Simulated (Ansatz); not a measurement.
**C2H3FSi: molecular dynamics**

Aim: follow the molecule's vibrations and see whether its bonds hold. The start is relaxed first. Runs: 500 steps of 0.5 fs under a Langevin thermostat at 2000 K. SMILES of the start: F[SiH]1C=C1.

Program: Ansatz 0.2.0. Level of theory: UKS PBE0/def2-SVP. These are calculated values, not measurements.

### 1 The system as given

Bond lengths: F1–Si2 1.605 Å, Si2–C3 1.724 Å, Si2–C4 1.849 Å, C3–C4 1.344 Å, Si2–H5 1.498 Å, C3–H6 1.093 Å, C4–H7 1.029 Å. Angles: F1–Si2–C3 114.7°, F1–Si2–C4 106.2°, F1–Si2–H5 117.7°, C3–Si2–C4 44.0°, C3–Si2–H5 125.8°, C4–Si2–H5 106.6°, Si2–C3–C4 72.9°, Si2–C3–H6 152.6°, C4–C3–H6 134.4°, Si2–C4–C3 63.1°, Si2–C4–H7 149.2°, C3–C4–H7 147.4°.

As a file:

```xyz
7

F    -1.6315   -1.3140    0.1754
Si   -0.8715   -0.0203   -0.3946
C     0.2642    0.6850    0.6943
C     0.9193   -0.2591   -0.0020
H    -0.9551    0.2431   -1.8668
H     0.5465    1.3898    1.4812
H     1.7893   -0.7925   -0.1332
```

### 2 Relaxing the start

Contents of input.yaml:

```yaml
crystal:
  periodic: [false, false, false]
  atoms:
    - { symbol: F, position_ang: [-1.6315, -1.314, 0.1754] }
    - { symbol: Si, position_ang: [-0.8715, -0.0203, -0.3946] }
    - { symbol: C, position_ang: [0.2642, 0.685, 0.6943] }
    - { symbol: C, position_ang: [0.9193, -0.2591, -0.002] }
    - { symbol: H, position_ang: [-0.9551, 0.2431, -1.8668] }
    - { symbol: H, position_ang: [0.5465, 1.3898, 1.4812] }
    - { symbol: H, position_ang: [1.7893, -0.7925, -0.1332] }
magnetization:
  spin_polarized: true
basis:
  gaussian: { orbitals: def2-SVP }
hamiltonian:
  xc: pbe0
relax:
  f_tol: 0.02
  max_steps: 40
```

Started as:

```
$ ansatz run input.yaml --threads 2 --pin off --max-ram 3072MiB --backend cpu --events-out ev --progress --plain --runs-dir out
```

Output, cut to the lines that bear on the results:

```text
Warning: RAYON_NUM_THREADS=2 ignored (pool sized by the plan → 2); use --threads N
[...]
Functional definition: PBE0
[...]
799 factors; integrals over basis functions are off by at most 3.4e-4 eV
[...]
mean field -12701.26899222 eV, -466.7630262348 hartree, gradient 7.4e-5 eV, S^2 0.000000; 0 other end points of the search recorded, 0 dependent functions left out
[...]
reference -12701.26901413 eV, -466.7630270401 hartree; 19, 19 occupied and 56, 56 virtual orbitals, 799 factors
relax step   1: F+E_penalty+E_count = -12701.26899222 eV  Δ(F+E_penalty+E_count) = +0.000e0 eV  max|allowed force component| = 3.622e0 eV/Å  Δτ_max = 0.0000 Å  (28 SCF iters, accepted)
[...]
relax step   7: F+E_penalty+E_count = -12702.11665006 eV  Δ(F+E_penalty+E_count) = -1.073e-4 eV  max|allowed force component| = 7.933e-2 eV/Å  Δτ_max = 0.0085 Å  (28 SCF iters, accepted)
[...]
relax step   8: F+E_penalty+E_count = -12702.11684554 eV  Δ(F+E_penalty+E_count) = -1.955e-4 eV  max|allowed force component| = 1.250e-2 eV/Å  Δτ_max = 0.0028 Å  (27 SCF iters, accepted)
799 factors; integrals over basis functions are off by at most 3.9e-4 eV
[...]
mean field -12702.11684554 eV, -466.7941842696 hartree, gradient 1.4e-5 eV, S^2 0.000000; 1 other end points of the search recorded, 0 dependent functions left out
[...]
reference -12702.11686806 eV, -466.7941850971 hartree; 19, 19 occupied and 56, 56 virtual orbitals, 799 factors
Total energy: -12702.11686806 eV, -466.7941850971 hartree
Atom 0 at    -1.856214    -1.265454     0.028209 Å, force     0.009249     0.008186    -0.004285 eV/Å
Atom 1 at    -0.740461    -0.198022    -0.477683 Å, force    -0.012502    -0.005231    -0.002044 eV/Å
Atom 2 at     0.322936     0.682584     0.665724 Å, force     0.004466    -0.004201    -0.000318 eV/Å
Atom 3 at     0.978337    -0.308209     0.019323 Å, force    -0.001209     0.003115     0.006599 eV/Å
Atom 4 at    -1.244802     0.310812    -1.769792 Å, force    -0.001472    -0.001790     0.001739 eV/Å
Atom 5 at     0.602317     1.411028     1.433035 Å, force    -0.000420     0.000444    -0.000726 eV/Å
Atom 6 at     1.999087    -0.700738     0.055485 Å, force     0.001889    -0.000524    -0.000965 eV/Å
Dipole moment:     0.265662     0.202958    -0.042013 e Å
```

Wall time 30 s (2 threads of Arm Neoverse N1, shared host); peak memory 0.18 GiB.

Step by step:

```tsv
step	energy from step 1 (eV)	largest force component (eV/Å)
1	0.0000	3.6223
2	-0.6173	1.5519
3	-0.7675	0.9193
4	-0.8045	0.6076
5	-0.8461	0.1149
6	-0.8476	0.0305
7	-0.8477	0.0793
8	-0.8479	0.0125
```

Step 1 is the start.

After: Bond lengths: F1–Si2 1.625 Å, Si2–C3 1.793 Å, Si2–C4 1.793 Å, C3–C4 1.352 Å, Si2–H5 1.477 Å, C3–H6 1.094 Å, C4–H7 1.094 Å. Angles: F1–Si2–C3 122.1°, F1–Si2–C4 122.1°, F1–Si2–H5 105.3°, C3–Si2–C4 44.3°, C3–Si2–H5 126.2°, C4–Si2–H5 126.2°, Si2–C3–C4 67.8°, Si2–C3–H6 157.8°, C4–C3–H6 134.4°, Si2–C4–C3 67.8°, Si2–C4–H7 157.8°, C3–C4–H7 134.4°.

### 3 The run

500 steps of 0.5 fs under a Langevin thermostat at 2000 K, from the relaxed start. H is given a mass of 2.014 u.

Contents of input.yaml:

```yaml
crystal:
  periodic: [false, false, false]
  atoms:
    - { symbol: F, position_ang: [-1.856214, -1.265454, 0.028209] }
    - { symbol: Si, position_ang: [-0.740461, -0.198022, -0.477683] }
    - { symbol: C, position_ang: [0.322936, 0.682584, 0.665724] }
    - { symbol: C, position_ang: [0.978337, -0.308209, 0.019323] }
    - { symbol: H, position_ang: [-1.244802, 0.310812, -1.769792] }
    - { symbol: H, position_ang: [0.602317, 1.411028, 1.433035] }
    - { symbol: H, position_ang: [1.999087, -0.700738, 0.055485] }
magnetization:
  spin_polarized: true
basis:
  gaussian: { orbitals: def2-SVP }
hamiltonian:
  xc: pbe0
md:
  timestep: 0.5
  n_steps: 500
  ensemble: nvt_langevin
  temperature: 2000.0
  initial_velocities: maxwell_boltzmann
  seed: 355722
  friction: 0.02
  masses: [{ species: H, mass: 2.014 }]
```

Started as:

```
$ ansatz run input.yaml --threads 2 --pin off --max-ram 3072MiB --backend cpu --events-out ev --progress --plain --runs-dir out
```

Output, cut to the lines that bear on the results:

```text
Warning: RAYON_NUM_THREADS=2 ignored (pool sized by the plan → 2); use --threads N
[...]
[... 1 set-up line as earlier in the session ...]
[...]
801 factors; integrals over basis functions are off by at most 3.9e-4 eV
[...]
mean field -12702.11685990 eV, -466.7941847974 hartree, gradient 4.5e-5 eV, S^2 0.000000; 0 other end points of the search recorded, 0 dependent functions left out
[...]
reference -12702.11688226 eV, -466.7941856191 hartree; 19, 19 occupied and 56, 56 virtual orbitals, 801 factors
md step     0: t =     0.00 fs  T =  1714.3 K  F+E_penalty+E_count = -12702.11685990 eV  E_kin = 1.551120 eV  (28 SCF iters)
[...]
md step    25: t =    12.50 fs  T =  1001.2 K  F+E_penalty+E_count = -12701.15199097 eV  E_kin = 0.905863 eV  (35 SCF iters)
[...]
md step    50: t =    25.00 fs  T =   814.3 K  F+E_penalty+E_count = -12701.33409086 eV  E_kin = 0.736785 eV  (35 SCF iters)
[...]
md step    75: t =    37.50 fs  T =  1915.9 K  F+E_penalty+E_count = -12701.70994345 eV  E_kin = 1.733581 eV  (34 SCF iters)
[...]
md step    98: t =    49.00 fs  T =  1158.2 K  F+E_penalty+E_count = -12701.20761001 eV  E_kin = 1.047979 eV  (34 SCF iters)
md step    99: t =    49.50 fs  T =  1211.2 K  F+E_penalty+E_count = -12701.22685706 eV  E_kin = 1.095883 eV  (34 SCF iters)
```

### 4 The output, continued: dynamics from the start

The log, continued, cut to the lines that bear on the results:

```text
md step   100: t =    50.00 fs  T =  1259.6 K  F+E_penalty+E_count = -12701.23896338 eV  E_kin = 1.139690 eV  (34 SCF iters)
[...]
md step   132: t =    66.00 fs  T =  1298.4 K  F+E_penalty+E_count = -12701.08353381 eV  E_kin = 1.174799 eV  (34 SCF iters)
[...]
md step   164: t =    82.00 fs  T =  1314.4 K  F+E_penalty+E_count = -12701.17505472 eV  E_kin = 1.189264 eV  (34 SCF iters)
[...]
md step   196: t =    98.00 fs  T =  1413.3 K  F+E_penalty+E_count = -12700.47321697 eV  E_kin = 1.278764 eV  (35 SCF iters)
[...]
md step   227: t =   113.50 fs  T =  1387.0 K  F+E_penalty+E_count = -12700.75114618 eV  E_kin = 1.254968 eV  (33 SCF iters)
md step   228: t =   114.00 fs  T =  1444.2 K  F+E_penalty+E_count = -12700.73858302 eV  E_kin = 1.306780 eV  (33 SCF iters)
```

### 5 The log goes on: dynamics from the start

The log, continued, cut to the lines that bear on the results:

```text
md step   229: t =   114.50 fs  T =  1304.0 K  F+E_penalty+E_count = -12700.74010350 eV  E_kin = 1.179846 eV  (34 SCF iters)
[...]
md step   255: t =   127.50 fs  T =  2146.4 K  F+E_penalty+E_count = -12701.35985764 eV  E_kin = 1.942085 eV  (30 SCF iters)
[...]
md step   281: t =   140.50 fs  T =  1438.4 K  F+E_penalty+E_count = -12700.92569020 eV  E_kin = 1.301451 eV  (36 SCF iters)
[...]
md step   307: t =   153.50 fs  T =  1439.4 K  F+E_penalty+E_count = -12701.03217822 eV  E_kin = 1.302421 eV  (33 SCF iters)
[...]
md step   499: t =   249.50 fs  T =  3137.1 K  F+E_penalty+E_count = -12700.52598784 eV  E_kin = 2.838517 eV  (35 SCF iters)
[...]
md step   500: t =   250.00 fs  T =  3012.1 K  F+E_penalty+E_count = -12700.37175517 eV  E_kin = 2.725374 eV  (31 SCF iters)
Total energy: -12700.37177714 eV, -466.7300541886 hartree
Atom 0 at    -1.825267    -0.078627     1.046075 Å, force    -0.473524     0.365512     0.344113 eV/Å
Atom 1 at    -0.468905    -0.395973     0.276111 Å, force     3.810781    -2.125309    -1.523211 eV/Å
Atom 2 at     1.274535     0.109046     0.546727 Å, force     3.337915     5.030509    -2.606802 eV/Å
Atom 3 at     1.219068    -1.130817     0.799746 Å, force    -3.289438    -4.242339     3.156694 eV/Å
Atom 4 at    -0.501736    -1.036382    -1.109169 Å, force    -1.197791     0.739062     0.617470 eV/Å
Atom 5 at     2.394506     0.460619     0.348093 Å, force    -2.505399     1.034473     0.680241 eV/Å
Atom 6 at     1.885634    -1.688216     1.458063 Å, force     0.317455    -0.801909    -0.668506 eV/Å
Dipole moment:     0.156320    -0.008244    -0.029151 e Å
```

Run time: 27 min. Hardware: 2 threads of Arm Neoverse N1, shared host; peak memory 0.2 GiB.

### 6 The trajectory

The trajectory, every 36 steps (energies from step 0):

```tsv
time (fs)	T (K)	potential energy change (meV/atom)
0.0	1714	0.0
18.0	777	150.2
36.0	1736	50.4
54.0	1104	116.5
72.0	1398	132.7
90.0	1160	234.3
108.0	1786	160.0
126.0	1807	107.0
144.0	1615	167.7
162.0	1985	171.5
180.0	1843	221.5
198.0	2254	182.5
216.0	2757	123.4
234.0	1890	220.5
250.0	3012	249.3
```

time (fs), T (K) and a bar:
```
      0.0       1714 #########
     11.0       1193 ###
     21.5        938 
     32.5       1729 #########
     43.5       1086 ##
     54.5       1090 ##
     65.0       1229 ###
     76.0       1620 ########
     87.0       1099 ##
     98.0       1413 ######
    108.5       1831 ##########
    119.5       2012 ############
    130.5       1899 ###########
    141.5       1669 ########
    152.0       1111 ##
    163.0       1882 ###########
    174.0       1856 ###########
    185.0       3519 ##############################
    195.5       2276 ################
    206.5       2591 ###################
    217.5       3332 ############################
    228.5       1295 ####
    239.0       2377 #################
    250.0       3012 ########################
```

Maxima of the velocity power spectrum (cm⁻¹, relative height; resolution about 270 cm⁻¹): 330 (65), 700 (100), 1570 (36).

### 7 Positions and forces

Extended XYZ, with forces in eV/Å:

```xyz
7
time_fs=31.0 T=1573 dE=0.5642
F    -1.914   -1.076    0.212   -2.532   -1.965    1.416
Si   -0.836   -0.222   -0.490    3.432    2.043   -1.238
C     0.452    0.532    0.675   -2.007   -0.613   -2.057
C     0.919   -0.486   -0.087    0.007   -0.334    0.497
H    -1.333   -0.064   -1.936    0.347    0.363    1.001
H     0.572    1.244    1.483    0.774    0.042    0.245
H     1.814   -1.135   -0.112   -0.021    0.465    0.135
7
time_fs=62.5 T=1023 dE=1.2335
F    -2.204   -0.715    0.241   -3.436   -2.148    1.550
Si   -0.832   -0.291   -0.269    2.541    4.861   -2.271
C     0.524    0.415    0.690   -2.004    1.064    0.868
C     0.885   -0.648    0.004    1.297   -0.500   -0.498
H    -1.249    0.916   -1.283    0.415   -1.912    0.556
H     0.994    1.256    1.178    0.502    0.063    0.392
H     1.927   -0.802   -0.199    0.686   -1.427   -0.598
7
time_fs=94.0 T=958 dE=2.0116
F    -2.420   -0.239    0.338    2.460   -0.362   -0.861
Si   -0.855   -0.041   -0.341    2.311    0.301    5.407
C     0.810    0.365    0.787   -3.651    2.860   -1.388
C     0.975   -0.556   -0.142    0.724   -4.075    0.965
H    -0.969    0.162   -1.662   -0.916    0.942   -3.317
H     1.192    1.200    1.417    0.248   -1.102   -0.075
H     1.819   -1.375   -0.113   -1.176    1.436   -0.731
7
time_fs=125.0 T=1780 dE=0.8172
F    -1.938   -0.152    0.444   -0.820   -0.482    0.561
Si   -0.637    0.200   -0.430   -3.119    1.855   -1.446
C     0.803    0.573    0.584    1.177    2.244    0.049
C     0.852   -0.589   -0.122    1.166    0.245    0.938
H    -1.515    0.691   -1.741    1.867   -0.431    1.409
H     1.516    1.289    1.229   -1.510   -2.060   -1.299
H     1.565   -1.358   -0.147    1.240   -1.372   -0.213
7
time_fs=156.0 T=2692 dE=0.6032
F    -1.889   -0.154    0.510    1.410    0.319   -1.417
Si   -0.553    0.193   -0.468   -0.964    0.551    1.979
C     0.984    0.805    0.279   -0.524   -0.475    0.823
C     1.029   -0.482   -0.087   -0.416    0.096   -0.829
H    -0.928    0.953   -1.635   -0.660   -0.126   -0.724
H     1.726    1.113    0.999    0.273    1.221    0.110
H     1.829   -1.138    0.102    0.881   -1.586    0.058
7
time_fs=187.5 T=2638 dE=1.0410
F    -1.994   -0.159    0.629    3.268    0.810   -1.594
Si   -0.421    0.084   -0.189   -1.472   -1.576    0.186
C     1.159    0.783    0.466   -0.009   -3.538   -0.244
C     1.161   -0.641    0.456   -0.734    2.198   -1.094
H    -0.737   -0.101   -1.789    0.167    0.541    2.164
H     2.001    1.483    0.617   -0.539    0.090    0.082
H     1.876   -1.534    0.452   -0.679    1.474    0.501
7
time_fs=219.0 T=2776 dE=0.3549
F    -1.896    0.128    0.977    2.006   -0.474   -0.523
Si   -0.435   -0.199    0.157   -1.679    0.634    0.222
C     1.137    0.605    0.627   -0.858   -3.328    0.311
C     1.132   -0.789    0.824   -0.237    1.901   -0.121
H    -1.105   -0.525   -1.177    0.812    0.211    0.493
H     1.894    1.297    0.959    0.303    0.713   -0.178
H     1.853   -1.498    1.279   -0.347    0.344   -0.204
7
time_fs=250.0 T=3012 dE=1.7451
F    -1.825   -0.079    1.046   -0.473    0.365    0.344
Si   -0.469   -0.396    0.276    3.811   -2.125   -1.523
C     1.274    0.109    0.547    3.338    5.030   -2.607
C     1.219   -1.131    0.800   -3.289   -4.242    3.157
H    -0.502   -1.036   -1.109   -1.198    0.739    0.618
H     2.394    0.461    0.348   -2.505    1.034    0.680
H     1.886   -1.688    1.458    0.318   -0.802   -0.668
```

### 8 Summary of results

```
                        quantity                            value
         relaxation of the start          7 moves, 0.848 eV lower
                          length              500 steps of 0.5 fs
temperature, first and last step                  1714 and 3012 K
        temperature, second half  mean 2063 K, from 805 to 3519 K
   potential energy, second half     +193 meV/atom from the start
          bonds formed or broken                                0
```

What this shows: Against a set 2000 K the second half averages 2063 K with a spread of 616 K. The bonds all hold. Averages from a run of 250 fs with 7 atoms are rough. The nuclei move classically, without zero-point motion, which matters most for hydrogen.
